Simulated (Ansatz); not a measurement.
GeH (charge +1), a search for lower mean-field states

With Ansatz's Python interface.

Run as a notebook:

In [1]:
```python
import ansatz as az
from ase import Atoms
import numpy as np
```

In [2]:
```python
atoms = Atoms(["Ge", "H"], positions=[
    (0.0, 0.0, 0.0),
    (0.0, 0.0, 1.58),
])
molecule = az.Crystal.molecule_from_ase(atoms)
symbols = [site.symbol for site in molecule.cartesian_sites]
```

In [3]:
```python
start = np.array([site.position_ang for site in molecule.cartesian_sites])
for factor in [1.0, 1.3]:
    xyz = (start - start.mean(axis=0)) * factor
    scaled = az.Crystal.molecule()
    for symbol, place in zip(symbols, xyz):
        scaled = scaled.atom(symbol, place.tolist())
    calc = scaled.calculation()
    calc = calc.basis(gaussian="def2-SVP")
    calc = calc.functional("pbe")
    calc = calc.charge(1).spin("collinear")
    for search in ("off", "standard"):
        try:
            rep = calc.scf(lower_state_search=search).run(threads=1).report
        except az.AnsatzError as error:
            print(f"x{factor} search {search}: {type(error).__name__}")
            continue
        state = rep["mean_field"]["state"]
        print(f"all distances x{factor}, search {search:8s} E = {rep['free_energy_ev']:.5f} eV  <S^2> = {abs(state['spin_squared']):.3f}  other states met: {len(rep['mean_field']['others'])}")
```
```text
all distances x1.0, search off      E = -56508.80758 eV  <S^2> = 0.000  other states met: 0
all distances x1.0, search standard E = -56508.80758 eV  <S^2> = 0.000  other states met: 0
all distances x1.3, search off      E = -56508.04140 eV  <S^2> = 0.000  other states met: 0
all distances x1.3, search standard E = -56508.04140 eV  <S^2> = 0.000  other states met: 4
```

Caveats:
- Total energies depend on the basis set; only differences at equal settings carry meaning.
- The count of other states can hold repeated and symmetry-equivalent ends of the search; scaling all distances is a test, and for more than two atoms no physical path.
- Finished in 2.3 s on 1 thread of Arm Neoverse V2, on a shared host, peak memory 0.16 GiB.

(Lines on the test bed's own set-up are left out of the output.)
